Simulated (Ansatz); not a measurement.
# B₂H₄O₅: taking an electron away

The task here is to estimate one member of a computed series from the others.

Computed with Ansatz 0.2.0, Gaussian basis. Level: unrestricted cation, the program's frozen cores in correlated methods.

Levels to be run: UKS PBE-D4/def2-TZVPP; UKS r2SCAN-D4/def2-TZVPP; UKS PBE0-D4/def2-TZVPP; UKS B3LYP-D4/def2-TZVPP; UKS wB97X-V/def2-TZVPP; UKS wB97M-V/def2-TZVPP; UKS B2PLYP/def2-TZVPP; UHF-CCSD(T)/def2-TZVPP; UHF-MP2/def2-QZVPP; extrapolation to the limit; then −ε(HOMO) from the neutral's earlier runs with LDA (SPW92), PBE-D4, revPBE-D4, BLYP-D4, r2SCAN-D4, B97M-V, PBE0-D4, B3LYP-D4, r2SCANh-D4, r2SCAN0-D4, HSE06-D4, BHLYP-D4, CAM-B3LYP-D4, LC-ωPBE, ωB97X-V, ωB97M-V.

## The geometry

The geometry comes from an earlier relaxation with PBE0-D4 in a triple-zeta def2 set; it is a stationary point, not always the lowest conformer.

11 atoms, charge 0, spin multiplicity 1.

Atoms are counted from 1 here; the program's logs count them from 0.

Bond lengths: O1–B2 1.353 Å, O1–H8 0.964 Å, B2–O3 1.359 Å, B2–O4 1.394 Å, O3–H9 0.959 Å, O4–B5 1.364 Å, B5–O6 1.371 Å, B5–O7 1.362 Å, O6–H10 0.960 Å, O7–H11 0.960 Å. Angles: B2–O1–H8 111.9°, O1–B2–O3 118.3°, O1–B2–O4 123.7°, O3–B2–O4 118.1°, B2–O3–H9 111.9°, B2–O4–B5 128.3°, O4–B5–O6 120.0°, O4–B5–O7 121.1°, O6–B5–O7 118.9°, B5–O6–H10 112.9°, B5–O7–H11 112.4°.

The first run:

in.yaml reads:

```yaml
crystal:
  periodic: [false, false, false]
  atoms:
    - {symbol: O, position_ang: [-1.801258, 0.766533, 0.555922]}
    - {symbol: B, position_ang: [-1.264305, -0.461834, 0.373974]}
    - {symbol: O, position_ang: [-2.052668, -1.547892, 0.590953]}
    - {symbol: O, position_ang: [0.054494, -0.677531, -0.024203]}
    - {symbol: B, position_ang: [1.018294, 0.248502, -0.296653]}
    - {symbol: O, position_ang: [0.734517, 1.585698, -0.189707]}
    - {symbol: O, position_ang: [2.270209, -0.130427, -0.676810]}
    - {symbol: H, position_ang: [-1.163640, 1.467205, 0.377126]}
    - {symbol: H, position_ang: [-1.581305, -2.368169, 0.435720]}
    - {symbol: H, position_ang: [1.484253, 2.145078, -0.404321]}
    - {symbol: H, position_ang: [2.366609, -1.084162, -0.721401]}
basis:
  gaussian: {orbitals: def2-TZVPP}
total_charge: 1
magnetization: {spin_polarized: true, initial_magnetization: 1}
hamiltonian: {xc: pbe, dispersion: d4}
```

Started as:

```console
$ ansatz run in.yaml --threads 2 --pin off --events-out ev --progress --plain --max-ram 32768MiB --backend cpu
```

Steps of the session up to this table: Cation, UKS PBE-D4/def2-TZVPP; Cation, UKS r2SCAN-D4/def2-TZVPP; Cation, UKS PBE0-D4/def2-TZVPP; Cation, UKS B3LYP-D4/def2-TZVPP; Cation, UKS wB97X-V/def2-TZVPP; Cation, UKS wB97M-V/def2-TZVPP; Cation, UKS B2PLYP (frozen core)/def2-TZVPP; Cation, UHF-CCSD(T)/def2-TZVPP; Cation, UHF-MP2/def2-QZVPP.

One table of the session follows, with a row left open; its other results are not shown here.

Orbital estimates, from the neutral's runs:

```
  functional  −ε(HOMO) (eV)
 LDA (SPW92)           7.59
      PBE-D4           7.37
   revPBE-D4           7.30
     BLYP-D4           7.27
   r2SCAN-D4           7.77
      B97M-V           7.84
     PBE0-D4           9.10
    B3LYP-D4           8.82
  r2SCANh-D4           8.41
  r2SCAN0-D4           9.39
    HSE06-D4           8.69
    BHLYP-D4          10.78
CAM-B3LYP-D4          10.62
     LC-ωPBE          12.01
     ωB97X-V              ?
     ωB97M-V          11.58
```

**Question.** Estimate the row for ωB97X-V.

As computed: −ε(HOMO) (eV): 11.65. In the column «−ε(HOMO) (eV)» it lies between ωB97M-V (11.58) and LC-ωPBE (12.01).
